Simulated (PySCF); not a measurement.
**CH6BFSi: electronic excitations and core binding energies**

Aim: predict the electronic excitations and core binding energies of CH6BFSi (`CB[SiH2]F`).

Computed with PySCF 2.14.0, with density-fitted response routines of our own, on a single molecule in the gas phase. Atoms count from 0, in the outputs and in this text.

### 1 Starting geometry

10 atoms, charge 0, multiplicity 1; geometry from: GFN2-xTB.

Bonds of the start (Å): C0–B1 1.57, B1–Si2 1.96, Si2–F3 1.63, C0–H4 1.09, C0–H5 1.09, C0–H6 1.09, B1–H7 1.18, Si2–H8 1.47, Si2–H9 1.47.

### 2 Ultraviolet spectrum: B3LYP/def2-SVPD

Job settings and geometry (Å):

```
{"job": {"kind": "uv", "xc": "B3LYP", "basis": "def2-SVPD", "nstates": 8, "ntriplets": 3}, "charge": 0, "multiplicity": 1}
C     -1.574975     0.002174     0.232670
B     -0.163575    -0.618257    -0.057940
Si     1.485864     0.294871     0.460044
F      2.784137    -0.462343    -0.161419
H     -2.289911    -0.734071     0.599269
H     -1.586015     0.852918     0.910426
H     -1.987719     0.347125    -0.718610
H     -0.151209    -1.648042    -0.624888
H      1.809376     0.309080     1.891625
H      1.682911     1.661199    -0.038650
```

With the program's defaults for keys left out, this is: TDDFT B3LYP/def2-SVPD, vertical, gas phase, core orbitals frozen in the response.

Command:

```sh
$ OMP_NUM_THREADS=1 python probes_run.py task.json out
```

This one command runs all jobs of the session in turn.

The log of the run:

```text
coarse grid: 8608 points
cycle   1  E = -455.6182010716  dE =  5.728e-02  |g| = 5.913e-01  |ddm| = 3.897e+00
cycle   2  E = -455.5188043044  dE =  9.940e-02  |g| = 9.810e-01  |ddm| = 1.515e+00
cycle   3  E = -455.6867515130  dE = -1.679e-01  |g| = 9.015e-02  |ddm| = 8.478e-01
cycle   4  E = -455.6883953966  dE = -1.644e-03  |g| = 2.897e-02  |ddm| = 1.421e-01
cycle   5  E = -455.6886043391  dE = -2.089e-04  |g| = 3.335e-03  |ddm| = 3.377e-02
cycle   6  E = -455.6886077756  dE = -3.436e-06  |g| = 8.096e-04  |ddm| = 7.195e-03
final grid: 78184 points
cycle   7  E = -455.7476734630  dE = -1.814e-05  |g| = 4.171e-03  |ddm| = 5.702e-02
cycle   8  E = -455.7476711008  dE =  2.362e-06  |g| = 5.233e-03  |ddm| = 1.028e-02
cycle   9  E = -455.7476778863  dE = -6.786e-06  |g| = 4.240e-04  |ddm| = 5.424e-03
cycle  10  E = -455.7476779169  dE = -3.061e-08  |g| = 1.227e-04  |ddm| = 5.567e-04
cycle  11  E = -455.7476779194  dE = -2.457e-09  |g| = 3.002e-05  |ddm| = 1.523e-04
cycle  12  E = -455.7476779196  dE = -2.683e-10  |g| = 3.477e-06  |ddm| = 5.789e-05
converged SCF energy = -455.7476779196

Static polarisability (au): isotropic 54.275, principal 47.068 51.664 64.093

Singlet excitations
state   eV       nm        f      main configurations
  1   4.3966    282.0   0.00442   H->L 0.99
  2   5.5387    223.9   0.00070   H-2->L 0.97
  3   5.8897    210.5   0.06534   H-1->L 0.96
  4   6.8120    182.0   0.00953   H->L+1 0.97
  5   7.3900    167.8   0.00638   H-3->L 0.97
  6   7.6063    163.0   0.00430   H->L+2 0.98
  7   7.7153    160.7   0.01083   H-1->L+1 0.94
  8   8.0461    154.1   0.02160   H-5->L 0.63, H-4->L 0.29

Triplet excitations (Tamm-Dancoff, eV): 3.5774 5.0187 5.3371
```

Run time: 10 s. Hardware: 1 thread of Arm Neoverse V1, shared host; peak memory 0.51 GiB.

The orbitals next to the gap, with their largest atomic shares:

| orbital | eV | atoms |
| --- | --- | --- |
| HOMO−3 | -10.98 | F3 38 %, C0 20 %, Si2 12 % |
| HOMO−2 | -9.63 | B1 35 %, C0 31 %, H7 18 % |
| HOMO−1 | -9.19 | Si2 32 %, F3 22 %, H9 21 % |
| HOMO | -8.20 | B1 30 %, Si2 26 %, C0 10 % |
| LUMO | -2.55 | B1 50 %, Si2 19 %, C0 12 % |
| LUMO+1 | -0.32 | Si2 31 %, B1 16 %, C0 10 % |
| LUMO+2 | 0.32 | B1 40 %, Si2 21 %, C0 11 % |

With each of the 8 states as a Gaussian band of 0.4 eV half-width at 1/e, the curve within the window shown has maxima at 282 nm (ε 180), 211 nm (ε 2,700), 158 nm (ε 1,300) L/(mol cm). Beyond the last state computed it falls off for lack of states. The curve at chosen wavelengths:

```json
{"nm": "149", "ε (L/mol/cm)": "541"}
{"nm": "156", "ε (L/mol/cm)": "1243"}
{"nm": "163", "ε (L/mol/cm)": "1071"}
{"nm": "170", "ε (L/mol/cm)": "620"}
{"nm": "177", "ε (L/mol/cm)": "448"}
{"nm": "185", "ε (L/mol/cm)": "419"}
{"nm": "192", "ε (L/mol/cm)": "506"}
{"nm": "199", "ε (L/mol/cm)": "1258"}
{"nm": "206", "ε (L/mol/cm)": "2347"}
{"nm": "213", "ε (L/mol/cm)": "2611"}
{"nm": "220", "ε (L/mol/cm)": "1858"}
{"nm": "227", "ε (L/mol/cm)": "920"}
{"nm": "234", "ε (L/mol/cm)": "342"}
{"nm": "242", "ε (L/mol/cm)": "90"}
{"nm": "249", "ε (L/mol/cm)": "41"}
{"nm": "256", "ε (L/mol/cm)": "54"}
{"nm": "263", "ε (L/mol/cm)": "93"}
{"nm": "270", "ε (L/mol/cm)": "139"}
{"nm": "277", "ε (L/mol/cm)": "171"}
{"nm": "284", "ε (L/mol/cm)": "178"}
{"nm": "291", "ε (L/mol/cm)": "161"}
{"nm": "299", "ε (L/mol/cm)": "123"}
{"nm": "306", "ε (L/mol/cm)": "87"}
{"nm": "313", "ε (L/mol/cm)": "56"}
{"nm": "320", "ε (L/mol/cm)": "34"}
{"nm": "327", "ε (L/mol/cm)": "19"}
```

Ground-state properties from the same run:

| property | computed |
| --- | --- |
| dipole moment (D) | 2.80 |
| polarisability (Å³) | 8.04 |
| HOMO–LUMO gap (eV) | 5.65 |
| −ε(HOMO) (eV) | 8.20 |

### 3 X-ray photoelectron lines: SCAN, X2C

Same as in step 2 but for these lines:

```diff
@@ -1,2 +1,2 @@
-{"job": {"kind": "uv", "xc": "B3LYP", "basis": "def2-SVPD", "nstates": 8, "ntriplets": 3}, "charge": 0, "multiplicity": 1}
+{"job": {"kind": "xps"}, "charge": 0, "multiplicity": 1}
 C     -1.574975     0.002174     0.232670
```

Level: delta-SCF UKS SCAN, pcX-2 on the ionised atom, pcseg-1 elsewhere, spin-free X2C.

The log of the run:

```text
ground state, core basis on atom 0 (C), 121 functions
  cycle   1  E = -456.41653331  |g| = 6.11e-01
  cycle   2  E = -456.29068418  |g| = 1.06e+00
  cycle   3  E = -456.48813533  |g| = 1.20e-01
  cycle   4  E = -456.49085430  |g| = 3.63e-02
  cycle   5  E = -456.49115672  |g| = 4.42e-03
  cycle   6  E = -456.49116520  |g| = 1.64e-03
  cycle   7  E = -456.49116367  |g| = 5.62e-04
  cycle   8  E = -456.49116421  |g| = 8.47e-05
  E(ground) = -456.51878989 Eh
hole in C 1s of atom 0
  cycle   1  E = -445.25537126  |g| = 1.50e+00
  cycle   2  E = -444.76093952  |g| = 1.67e+00
  cycle   3  E = -445.76968880  |g| = 3.13e-01
  cycle   4  E = -445.80109363  |g| = 1.60e-01
  cycle   5  E = -445.81064487  |g| = 5.30e-02
  cycle   6  E = -445.81143724  |g| = 1.44e-02
  cycle   7  E = -445.81153924  |g| = 5.45e-03
  cycle   8  E = -445.81156421  |g| = 1.20e-03
  cycle   9  E = -445.81156416  |g| = 5.32e-04
  cycle  10  E = -445.81156619  |g| = 1.13e-04
  E(ion) = -445.83815465 Eh   <S^2> = 0.7662   hole on atom = 1.000   binding energy = 290.635 eV
ground state, core basis on atom 1 (B), 121 functions
  cycle   1  E = -456.48380417  |g| = 4.68e-02
  cycle   2  E = -456.48374958  |g| = 2.33e-02
  cycle   3  E = -456.48384550  |g| = 1.59e-02
  cycle   4  E = -456.48391831  |g| = 3.61e-03
  cycle   5  E = -456.48392310  |g| = 3.73e-04
  E(ground) = -456.51279205 Eh
hole in B 1s of atom 1
  cycle   1  E = -448.85836970  |g| = 1.15e+00
  cycle   2  E = -446.77703084  |g| = 2.04e+00
  cycle   3  E = -449.08649126  |g| = 6.31e-01
  cycle   4  E = -449.23754004  |g| = 2.74e-01
  cycle   5  E = -449.23524276  |g| = 2.09e-01
  cycle   6  E = -449.27066192  |g| = 3.63e-02
  cycle   7  E = -449.27184341  |g| = 2.26e-02
  cycle   8  E = -449.27228630  |g| = 8.91e-03
  cycle   9  E = -449.27235808  |g| = 2.73e-03
  cycle  10  E = -449.27236780  |g| = 1.82e-03
  cycle  11  E = -449.27237172  |g| = 5.18e-04
  cycle  12  E = -449.27237203  |g| = 1.31e-04
  E(ion) = -449.30218925 Eh   <S^2> = 0.8282   hole on atom = 1.000   binding energy = 196.210 eV
ground state, core basis on atom 2 (Si), 132 functions
  cycle   1  E = -456.59266429  |g| = 2.88e-01
  cycle   2  E = -456.59278305  |g| = 4.37e-02
  cycle   3  E = -456.59283847  |g| = 3.11e-02
  cycle   4  E = -456.59298149  |g| = 5.65e-03
  cycle   5  E = -456.59298895  |g| = 1.22e-03
  cycle   6  E = -456.59299139  |g| = 2.31e-04
  E(ground) = -456.57895299 Eh
hole in Si 1s of atom 2
  cycle   1  E = -387.65512602  |g| = 4.35e+00
  cycle   2  E = -387.77993265  |g| = 2.12e+00
  cycle   3  E = -388.37891178  |g| = 7.98e-01
  cycle   4  E = -388.64482853  |g| = 4.06e-01
  cycle   5  E = -388.69172494  |g| = 1.47e-01
  cycle   6  E = -388.70032879  |g| = 3.81e-02
  cycle   7  E = -388.70090469  |g| = 1.45e-02
  cycle   8  E = -388.70101885  |g| = 2.53e-03
  cycle   9  E = -388.70102277  |g| = 9.73e-04
  cycle  10  E = -388.70102285  |g| = 2.04e-04
  E(ion) = -388.69575012 Eh   <S^2> = 0.7521   hole on atom = 1.000   binding energy = 1847.196 eV
hole in Si 2p of atom 2
  cycle   1  E = -452.31229005  |g| = 1.23e+00
  cycle   2  E = -452.20727321  |g| = 1.08e+00
  cycle   3  E = -452.57095463  |g| = 3.40e-01
  cycle   4  E = -452.61765581  |g| = 1.35e-01
  cycle   5  E = -452.62268754  |g| = 4.79e-02
  cycle   6  E = -452.62369112  |g| = 1.65e-02
  cycle   7  E = -452.62381801  |g| = 3.60e-03
  cycle   8  E = -452.62382557  |g| = 8.68e-04
  cycle   9  E = -452.62382776  |g| = 2.20e-04
  E(ion) = -452.62189641 Eh   <S^2> = 0.7514   hole on atom = 1.002   binding energy = 107.677 eV
  2p3/2 = 107.401 eV   2p1/2 = 108.030 eV
ground state, core basis on atom 3 (F), 121 functions
  cycle   1  E = -456.53814319  |g| = 1.22e-01
  cycle   2  E = -456.53771190  |g| = 7.65e-02
  cycle   3  E = -456.53792775  |g| = 6.70e-02
  cycle   4  E = -456.53849639  |g| = 5.10e-03
  cycle   5  E = -456.53850246  |g| = 4.50e-04
  E(ground) = -456.56901386 Eh
hole in F 1s of atom 3
  cycle   1  E = -430.22335382  |g| = 2.58e+00
  cycle   2  E = -430.22955381  |g| = 2.09e+00
  cycle   3  E = -431.09106455  |g| = 2.69e-01
  cycle   4  E = -431.10447111  |g| = 1.18e-01
  cycle   5  E = -431.11251955  |g| = 2.86e-02
  cycle   6  E = -431.11295477  |g| = 7.08e-03
  cycle   7  E = -431.11298016  |g| = 2.18e-03
  cycle   8  E = -431.11298261  |g| = 7.01e-04
  cycle   9  E = -431.11298291  |g| = 1.87e-04
  E(ion) = -431.14994343 Eh   <S^2> = 0.7565   hole on atom = 1.000   binding energy = 691.688 eV
```

It took 23 s on 1 thread of Arm Neoverse V1, shared host; peak memory 0.43 GiB.

Binding energies by hole, beside the orbital energy of the ground state; the difference holds orbital relaxation and, for a density functional, its self-interaction error:

| hole | stands for | environment | ΔSCF (eV; 2p as the shell's mean) | −ε (eV) | ⟨S²⟩ |
| --- | --- | --- | --- | --- | --- |
| C1s on C0 | C0 | methyl carbon bonded to B | 290.63 | 273.4 | 0.766 |
| B1s on B1 | B1 | boron bonded to C, Si, H | 196.21 | 180.6 | 0.828 |
| Si1s on Si2 | Si2 | silicon bonded to B, F, 2 H | 1847.20 | 1793.7 | 0.752 |
| Si2p on Si2 | Si2 | silicon bonded to B, F, 2 H | 107.61 | 96.5 | 0.751 |
| F1s on F3 | F3 | fluorine bonded to Si | 691.69 | 665.6 | 0.756 |

With the spin-orbit splitting: Si2 2p3/2 107.40, 2p1/2 108.03 eV. The table gives each 2p level as the mean over the whole 2p shell (two parts 2p3/2, one part 2p1/2), which differs a little from the single hole in the log.

### 4 Summary of results

| quantity | value |
| --- | --- |
| lowest singlet (B3LYP/def2-SVPD) | 4.40 eV (282 nm), f = 0.004 |
| brightest single state of those computed | state 3, 5.89 eV, f = 0.065 |
| lowest triplet | 3.58 eV |
| C1s binding energies, SCAN/pcX-2 | C0 290.63 eV |
| B1s binding energies, SCAN/pcX-2 | B1 196.21 eV |
| Si1s binding energies, SCAN/pcX-2 | Si2 1847.20 eV |
| Si2p binding energies, SCAN/pcX-2 | Si2 107.61 eV |
| F1s binding energies, SCAN/pcX-2 | F3 691.69 eV |

What this shows: The first singlet state (HOMO→LUMO 0.99) lies at 4.40 eV and is weak; of the 8 states computed, the strongest absorption comes from state 3 at 5.89 eV. The lowest triplet lies 0.82 eV below the lowest singlet (triplets in Tamm-Dancoff, singlets in full TDDFT).
